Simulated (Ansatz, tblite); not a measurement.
**The cluster Ga₉P₉: rung by rung**

The task here is to estimate one member of a computed series from the others.

Computed with Ansatz 0.2.0, Gaussian basis. Level: as each input shows.

Plan: GFN1-xTB, GFN2-xTB, PBE-D4/def2-SVP, r2SCAN-D4/def2-SVP, r2SCANh-D4/def2-SVP, PBE0-D4/def2-TZVP, PBE-D4/def2-TZVP, MP2/def2-SVP, RPA/def2-SVP.

5 further runs of the same task are left out: 3 that didn't finish, 2 set aside as unsound or not needed.

## The structure

The geometry is that of the singlet, from an earlier relaxation (PBE-D4/def2-SVP). At that level it is the lowest of the isomers that a small search found.

18 atoms, charge 0, spin multiplicity 1.

Bond lengths: Ga1–P10 2.306 Å, Ga1–P14 2.362 Å, Ga1–P17 2.419 Å, Ga2–Ga5 2.578 Å, Ga2–P12 2.362 Å, Ga2–P15 2.363 Å, Ga3–P10 2.368 Å, Ga3–P17 2.477 Å, Ga3–P18 2.342 Å, Ga4–Ga5 2.526 Å, Ga4–P12 2.450 Å, Ga4–P13 2.503 Å, Ga5–Ga8 2.907 Å, Ga5–P18 2.324 Å, Ga6–Ga9 2.804 Å, Ga6–P10 2.518 Å, Ga6–P16 2.599 Å, Ga6–P18 2.534 Å and more. Angles: P10–Ga1–P14 153.1°, P10–Ga1–P17 107.4°, P14–Ga1–P17 93.0°, Ga5–Ga2–P12 104.6°, Ga5–Ga2–P15 126.3°, P12–Ga2–P15 123.6°, P10–Ga3–P17 103.6°, P10–Ga3–P18 106.4°, P17–Ga3–P18 138.8°, Ga5–Ga4–P12 103.6°, Ga5–Ga4–P13 103.3°, P12–Ga4–P13 101.9°, Ga2–Ga5–Ga4 72.0°, Ga2–Ga5–Ga8 68.1°, Ga2–Ga5–P18 134.2°, Ga4–Ga5–Ga8 136.1°, Ga4–Ga5–P18 137.5°, Ga8–Ga5–P18 85.1° and more.

PBE0-D4/def2-SVP was run before; its log isn't repeated, and its numbers join the tables.

The first run:

Tight binding, by tblite at 300 K electronic temperature and without a spin-polarisation term:

```python
tblite.interface.Calculator('GFN1-xTB', numbers, positions, charge=0, uhf=0).singlepoint()
```

Tight binding, by tblite at 300 K electronic temperature and without a spin-polarisation term:

```python
tblite.interface.Calculator('GFN2-xTB', numbers, positions, charge=0, uhf=0).singlepoint()
```

start.molden holds the orbitals of an earlier run on this state, given as this run's starting guess.

in.yaml reads:

```yaml
crystal:
  periodic: [false, false, false]
  atoms:
    - {symbol: Ga, position_ang: [-2.526870, 0.871111, -0.697543]}
    - {symbol: Ga, position_ang: [1.275953, 1.409869, 1.099125]}
    - {symbol: Ga, position_ang: [-2.265997, -0.616645, 1.603628]}
    - {symbol: Ga, position_ang: [3.095295, -0.916436, 0.566615]}
    - {symbol: Ga, position_ang: [0.959669, -1.015806, 1.912011]}
    - {symbol: Ga, position_ang: [-1.265618, -2.467437, -0.386929]}
    - {symbol: Ga, position_ang: [2.562750, 0.894027, -1.804455]}
    - {symbol: Ga, position_ang: [-0.632024, 0.860922, 3.459251]}
    - {symbol: Ga, position_ang: [0.115034, -2.475106, -2.827573]}
    - {symbol: P, position_ang: [-3.449937, -1.214611, -0.358182]}
    - {symbol: P, position_ang: [0.242457, 0.727991, -2.531103]}
    - {symbol: P, position_ang: [3.496075, 1.485334, 0.297665]}
    - {symbol: P, position_ang: [2.357273, -1.577289, -1.732309]}
    - {symbol: P, position_ang: [-1.054982, 2.373278, -1.773391]}
    - {symbol: P, position_ang: [-0.429110, 2.870117, 0.361784]}
    - {symbol: P, position_ang: [0.532800, -0.634035, -0.783329]}
    - {symbol: P, position_ang: [-2.139067, 1.853867, 1.478936]}
    - {symbol: P, position_ang: [-0.873682, -2.429144, 2.115810]}
basis:
  gaussian: {orbitals: def2-SVP, fitting: {mean_field: def2-universal-jkfit}, initial_orbitals: start.molden}
hamiltonian: {xc: pbe, dispersion: d4}
scf: {omitted_lower_state_checks: [starts]}
output: {forces: true, orbitals: {seedname: orbitals}}
```

The run is started by

```console
ansatz run in.yaml --threads 2 --pin off --events-out ev --progress --plain --max-ram 32768MiB --backend cuda --devices 0, --max-vram 18GiB
```

Among the steps run: PBE-D4/def2-SVP; r2SCAN-D4/def2-SVP; r2SCANh-D4/def2-SVP; PBE0-D4/def2-TZVP; PBE-D4/def2-TZVP; MP2/def2-SVP; RPA/def2-SVP.

One table of the session follows, with a row left open; its other results are not shown here.

It belongs to the step «Binding energy». 

```
              level  binding an atom (eV)
        HF/def2-SVP                 1.167
    PBE-D4/def2-SVP                     ?
   PBE-D4/def2-TZVP                 3.069
 r2SCAN-D4/def2-SVP                 2.862
r2SCANh-D4/def2-SVP                 2.815
   PBE0-D4/def2-SVP                 2.907
  PBE0-D4/def2-TZVP                 2.940
       RPA/def2-SVP                 2.320
       MP2/def2-SVP                 2.592
```

**Question.** Estimate the row for PBE-D4/def2-SVP.

The run gave: binding an atom (eV): 3.046. In the column «binding an atom (eV)» it lies between PBE0-D4/def2-TZVP (2.940) and PBE-D4/def2-TZVP (3.069).

Limits of these values: Free atoms were run apart at each level; binding is atoms less cluster, divided by the number of atoms, without zero-point or spin-orbit terms.
